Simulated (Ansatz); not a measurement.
# C₇H₈F₂OSn: one species, many methods

An exercise on one series of results from a longer session: the logs are not shown, and one member is left open.

Computed with Ansatz 0.2.0, Gaussian basis. Level: functionals in def2-TZVPP, the program's frozen cores in correlated methods.

The runs, in order: LDA (SPW92), PBE-D4, revPBE-D4, BLYP-D4, r2SCAN-D4, B97M-V, PBE0-D4, B3LYP-D4, r2SCANh-D4, r2SCAN0-D4, HSE06-D4, BHLYP-D4, CAM-B3LYP-D4, LC-ωPBE, ωB97X-V, ωB97M-V, B2PLYP, PBE-QIDH; CCSD(T)/def2-SVP; CCSD(T)/def2-TZVPP; MP2/def2-QZVPP; extrapolation to the limit; RPA on PBE.

## The relaxed structure

All runs share one geometry, relaxed beforehand with PBE0-D4 in a triple-zeta def2 set. Sn takes the def2 core potential; no spin-orbit term is included.

SMILES `C[O][Sn]([F])([F])[c]1ccccc1`, 19 atoms, charge 0, spin multiplicity 1.

Atoms are counted from 1 here; the program's logs count them from 0.

Bond lengths: C1–O2 1.416 Å, C1–H12 1.093 Å, C1–H13 1.095 Å, C1–H14 1.095 Å, O2–Sn3 1.933 Å, Sn3–F4 1.913 Å, Sn3–F5 1.912 Å, Sn3–C6 2.093 Å, C6–C7 1.392 Å, C6–C11 1.392 Å, C7–C8 1.387 Å, C7–H15 1.084 Å, C8–C9 1.387 Å, C8–H16 1.084 Å, C9–C10 1.387 Å, C9–H17 1.084 Å, C10–C11 1.387 Å, C10–H18 1.084 Å and more. Angles: O2–C1–H12 107.4°, O2–C1–H13 111.7°, O2–C1–H14 112.1°, H12–C1–H13 108.4°, H12–C1–H14 108.4°, H13–C1–H14 108.7°, C1–O2–Sn3 121.3°, O2–Sn3–F4 108.7°, O2–Sn3–F5 104.5°, O2–Sn3–C6 115.8°, F4–Sn3–F5 102.0°, F4–Sn3–C6 109.3°, F5–Sn3–C6 115.5°, Sn3–C6–C7 120.9°, Sn3–C6–C11 118.7°, C7–C6–C11 120.4°, C6–C7–C8 119.6°, C6–C7–H15 120.9° and more.

Geometry (Å):

```xyz
19
charge 0, multiplicity 1
C     1.8358    2.1775   -2.8392
O     1.5346    1.1947   -1.8652
Sn   -0.2356    1.0468   -1.1032
F    -1.4664    0.5926   -2.4957
F    -0.7356    2.8479   -0.7014
C    -0.4375   -0.3169    0.4723
C     0.4927   -0.3570    1.5067
C     0.3328   -1.2715    2.5366
C    -0.7484   -2.1405    2.5330
C    -1.6730   -2.1015    1.5002
C    -1.5211   -1.1904    0.4656
H     2.9120    2.1371   -3.0233
H     1.3167    1.9834   -3.7839
H     1.5804    3.1867   -2.4998
H     1.3436    0.3150    1.5167
H     1.0560   -1.3049    3.3431
H    -0.8699   -2.8538    3.3401
H    -2.5159   -2.7827    1.4971
H    -2.2430   -1.1668   -0.3433
```

Set-up of the first run:

in.yaml reads:

```yaml
crystal:
  periodic: [false, false, false]
  atoms:
    - {symbol: C, position_ang: [1.835829, 2.177516, -2.839163]}
    - {symbol: O, position_ang: [1.534640, 1.194747, -1.865245]}
    - {symbol: Sn, position_ang: [-0.235598, 1.046764, -1.103189]}
    - {symbol: F, position_ang: [-1.466375, 0.592627, -2.495725]}
    - {symbol: F, position_ang: [-0.735611, 2.847934, -0.701386]}
    - {symbol: C, position_ang: [-0.437527, -0.316904, 0.472291]}
    - {symbol: C, position_ang: [0.492672, -0.356988, 1.506719]}
    - {symbol: C, position_ang: [0.332847, -1.271459, 2.536568]}
    - {symbol: C, position_ang: [-0.748354, -2.140542, 2.533011]}
    - {symbol: C, position_ang: [-1.672976, -2.101528, 1.500182]}
    - {symbol: C, position_ang: [-1.521131, -1.190373, 0.465631]}
    - {symbol: H, position_ang: [2.911996, 2.137121, -3.023315]}
    - {symbol: H, position_ang: [1.316700, 1.983401, -3.783853]}
    - {symbol: H, position_ang: [1.580420, 3.186666, -2.499837]}
    - {symbol: H, position_ang: [1.343570, 0.314967, 1.516717]}
    - {symbol: H, position_ang: [1.056003, -1.304897, 3.343060]}
    - {symbol: H, position_ang: [-0.869928, -2.853811, 3.340075]}
    - {symbol: H, position_ang: [-2.515854, -2.782748, 1.497140]}
    - {symbol: H, position_ang: [-2.243021, -1.166791, -0.343282]}
basis:
  gaussian: {orbitals: def2-TZVPP}
hamiltonian: {xc: lda}
output: {orbitals: {seedname: orbitals}}
```

Launch:

```console
$ ansatz run in.yaml --threads 4 --pin off --events-out ev --progress --plain --max-ram 41984MiB --backend cuda --devices 0, --max-vram 37GiB
```

Steps of the session up to this table: LDA; PBE-D4 (GGA); revPBE-D4 (GGA); BLYP-D4 (GGA); r2SCAN-D4 (meta-GGA); B97M-V (meta-GGA); PBE0-D4 (hybrid); B3LYP-D4 (hybrid); r2SCANh-D4 (hybrid); r2SCAN0-D4 (hybrid); HSE06-D4 (hybrid); BHLYP-D4 (hybrid); CAM-B3LYP-D4 (range-separated); LC-ωPBE (range-separated); ωB97X-V (range-separated); ωB97M-V (range-separated); B2PLYP (double hybrid); PBE-QIDH (double hybrid).

One table of the session follows, with a row left open; its other results are not shown here.

It belongs to the step «Orbital energies across the functionals». 

```
  functional  HOMO (eV)  LUMO (eV)  gap (eV)
 LDA (SPW92)      -6.77      -2.61      4.16
      PBE-D4      -6.60      -2.25      4.35
   revPBE-D4      -6.54      -2.11      4.42
     BLYP-D4      -6.52      -2.21      4.31
   r2SCAN-D4      -6.95      -2.05      4.90
      B97M-V      -7.06      -2.05      5.01
     PBE0-D4      -8.06      -1.34      6.72
    B3LYP-D4      -7.83      -1.60      6.23
  r2SCANh-D4      -7.55      -1.74      5.82
  r2SCAN0-D4          ?          ?         ?
    HSE06-D4      -7.66      -1.71      5.95
    BHLYP-D4      -8.84      -0.37      8.47
CAM-B3LYP-D4      -9.26      -0.29      8.97
     LC-ωPBE     -10.56       0.74     11.31
     ωB97X-V     -10.21       0.72     10.93
     ωB97M-V     -10.14       0.62     10.77
```

Q: Estimate the row for r2SCAN0-D4 from the others.

Worked estimate for «HOMO (eV)». Against the share of exact exchange, r2SCAN-D4 (0, -6.95), r2SCANh-D4 (0.1, -7.55) give a slope of -6.00 per unit share; at 0.25 the line stands at -8.45.

**Answer.** HOMO (eV): -8.20; LUMO (eV): -1.27; gap (eV): 6.92. In «HOMO (eV)» the line misses by -0.25.
